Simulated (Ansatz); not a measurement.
CBr, a geometry optimisation

Program: the Ansatz DFT code, driven from Python.

The cells in order, each with its output:

```python
import warnings

import ansatz as az
import numpy as np
```

```python
GEOMETRY = """
C     0.00000    0.00000    0.00000
Br    0.00000    0.00000    1.82500
"""

warnings.simplefilter("ignore", az.DeckWarning)
```

```python
system = az.Crystal.molecule()
for line in GEOMETRY.strip().splitlines():
    symbol, *xyz = line.split()
    system = system.atom(symbol, [float(v) for v in xyz])
```

```python
calculation = (
    system.calculation()
    .basis(gaussian="def2-SVP")
    .functional("B3LYP")  # exchange and correlation
    .spin("collinear", total=1)
)
symbols = [site.symbol for site in system.cartesian_sites]
start = np.array([site.position_ang for site in system.cartesian_sites], dtype=float)
def progress(event):
    if event["event"] == "relax_step":
        row = event["data"]
        print(f"step {row['step']:3d}  E = {row['lagrangian_ev']:.6f} eV  max force {row['allowed_force_max_ev_ang']:.4f} eV/A")


r = calculation.relax(force_tolerance=0.01).session().plan().execute(on_event=progress).report
end = np.array(r["positions_ang"])
```

    step   1  E = -71069.937981 eV  max force 0.1641 eV/A
    step   2  E = -71069.938481 eV  max force 0.0794 eV/A
    step   3  E = -71069.938637 eV  max force 0.0010 eV/A

```python
print(f"E = {r['free_energy_ev']:.6f} eV = {r['free_energy_ev'] / 27.211386246:.7f} Ha")
print("converged:", r["converged"], " doubts:", r["published_state_doubts"] or "none")
```

    E = -71069.938788 eV = -2611.7720775 Ha
    converged: True  doubts: none

```python
print("bond        before    after (A)")
for i, j in [(0, 1)]:
    d0, d1 = (np.linalg.norm(xyz[i] - xyz[j]) for xyz in (start, end))
    print(f"{symbols[i]}{i}-{symbols[j]}{j}".ljust(10), f"{d0:8.4f} {d1:8.4f}")
with open("cbr_opt.xyz", "w") as handle:
    handle.write(f"{len(symbols)}\nrelaxed CBr\n")
    handle.writelines(f"{s:2s} {x:11.6f} {y:11.6f} {z:11.6f}\n" for s, (x, y, z) in zip(symbols, end))
```

    bond        before    after (A)
    C0-Br1       1.8250   1.8330

It writes `cbr_opt.xyz`:
```text
2
relaxed CBr
C    -0.000000    0.000000   -0.004001
Br    0.000000   -0.000000    1.829001
```

Notes:
- Total energies depend on the basis set; only differences at equal settings carry meaning.
- The end point is the stationary point reached from this start; no frequency run checks that it is a minimum, and the basis set is modest.
- The species is open-shell (spin multiplicity 2).
- b3lyp holds the VWN-RPA fit, as in Gaussian; the form of ORCA and Turbomole is b3lyp5.
- The spin state was assumed, and another may lie lower.
- Wall time of the script: 3.3 s on 1 thread of Intel(R) Xeon(R) 6975P-C (Granite Rapids) (shared host), peak memory 0.19 GiB.

(Lines on the test bed's own set-up are left out of the output.)
